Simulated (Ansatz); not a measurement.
# C₂H₅NSi: one species, many methods

One table from this session's results is given with a row withheld; the runs are named, their logs left out.

Method: functionals in def2-TZVPP, the program's frozen cores in correlated methods; program: Ansatz 0.2.0, Gaussian basis.

Plan: LDA (SPW92), PBE-D4, revPBE-D4, BLYP-D4, r2SCAN-D4, B97M-V, PBE0-D4, B3LYP-D4, r2SCANh-D4, r2SCAN0-D4, HSE06-D4, BHLYP-D4, CAM-B3LYP-D4, LC-ωPBE, ωB97X-V, ωB97M-V, B2PLYP, PBE-QIDH; CCSD(T)/def2-SVP; CCSD(T)/def2-TZVPP; MP2/def2-QZVPP; extrapolation to the limit; RPA on PBE.

## The relaxed structure

All runs share one geometry, relaxed beforehand with PBE0-D4 in a triple-zeta def2 set.

SMILES `C#CN[SiH3]`, 9 atoms, charge 0, spin multiplicity 1.

Atoms are counted from 1 here; the program's logs count them from 0.

Bond lengths: C1–C2 1.203 Å, C1–H5 1.063 Å, C2–N3 1.337 Å, N3–Si4 1.741 Å, N3–H6 1.008 Å, Si4–H7 1.484 Å, Si4–H8 1.484 Å, Si4–H9 1.484 Å. Angles: C2–C1–H5 179.3°, C1–C2–N3 177.4°, C2–N3–Si4 123.3°, C2–N3–H6 116.0°, Si4–N3–H6 120.7°, N3–Si4–H7 105.1°, N3–Si4–H8 110.8°, N3–Si4–H9 110.9°, H7–Si4–H8 110.7°, H7–Si4–H9 110.6°, H8–Si4–H9 108.8°.

The first run:

Contents of in.yaml:

```yaml
crystal:
  periodic: [false, false, false]
  atoms:
    - {symbol: C, position_ang: [-0.697837, 1.297896, -1.842627]}
    - {symbol: C, position_ang: [-0.048386, 0.882320, -0.919371]}
    - {symbol: N, position_ang: [0.631598, 0.378296, 0.115639]}
    - {symbol: Si, position_ang: [0.090923, -0.996703, 1.036470]}
    - {symbol: H, position_ang: [-1.263143, 1.673880, -2.660021]}
    - {symbol: H, position_ang: [1.497611, 0.841245, 0.343252]}
    - {symbol: H, position_ang: [1.132241, -1.199460, 2.073531]}
    - {symbol: H, position_ang: [-1.226664, -0.725980, 1.662823]}
    - {symbol: H, position_ang: [-0.027943, -2.197796, 0.173204]}
basis:
  gaussian: {orbitals: def2-TZVPP}
hamiltonian: {xc: lda}
output: {orbitals: {seedname: orbitals}}
```

Command:

```console
$ ansatz run in.yaml --threads 2 --pin off --events-out ev --progress --plain --max-ram 4352MiB
```

Steps of the session up to this table: LDA; PBE-D4 (GGA); revPBE-D4 (GGA); BLYP-D4 (GGA); r2SCAN-D4 (meta-GGA); B97M-V (meta-GGA); PBE0-D4 (hybrid); B3LYP-D4 (hybrid); r2SCANh-D4 (hybrid); r2SCAN0-D4 (hybrid); HSE06-D4 (hybrid); BHLYP-D4 (hybrid); CAM-B3LYP-D4 (range-separated); LC-ωPBE (range-separated); ωB97X-V (range-separated); ωB97M-V (range-separated); B2PLYP (double hybrid); PBE-QIDH (double hybrid).

One of the session's tables, all rows but one given; the rest of the session is left out.

| functional | HOMO (eV) | gap (eV) |
| --- | --- | --- |
| LDA (SPW92) | -5.52 | 4.49 |
| PBE-D4 | -5.35 | 4.54 |
| revPBE-D4 | -5.29 | 4.58 |
| BLYP-D4 | -5.20 | 4.49 |
| r2SCAN-D4 | -5.56 | 5.21 |
| B97M-V | -5.62 | 4.95 |
| PBE0-D4 | -6.54 | 6.58 |
| B3LYP-D4 | ? | ? |
| r2SCANh-D4 | -6.01 | 5.94 |
| r2SCAN0-D4 | -6.69 | 7.03 |
| HSE06-D4 | -6.14 | 5.81 |
| BHLYP-D4 | -7.61 | 8.44 |
| CAM-B3LYP-D4 | -7.86 | 8.84 |
| LC-ωPBE | -9.21 | 11.43 |
| ωB97X-V | -8.84 | 10.87 |
| ωB97M-V | -8.75 | 10.41 |

Estimate the missing values for B3LYP-D4.

Worked estimate for «HOMO (eV)». Against the share of exact exchange, BLYP-D4 (0, -5.20), BHLYP-D4 (0.5, -7.61) give a slope of -4.82 per unit share; at 0.2 the line stands at -6.16.

As computed: HOMO (eV): -6.31; gap (eV): 6.11. In «HOMO (eV)» the line misses by +0.15.
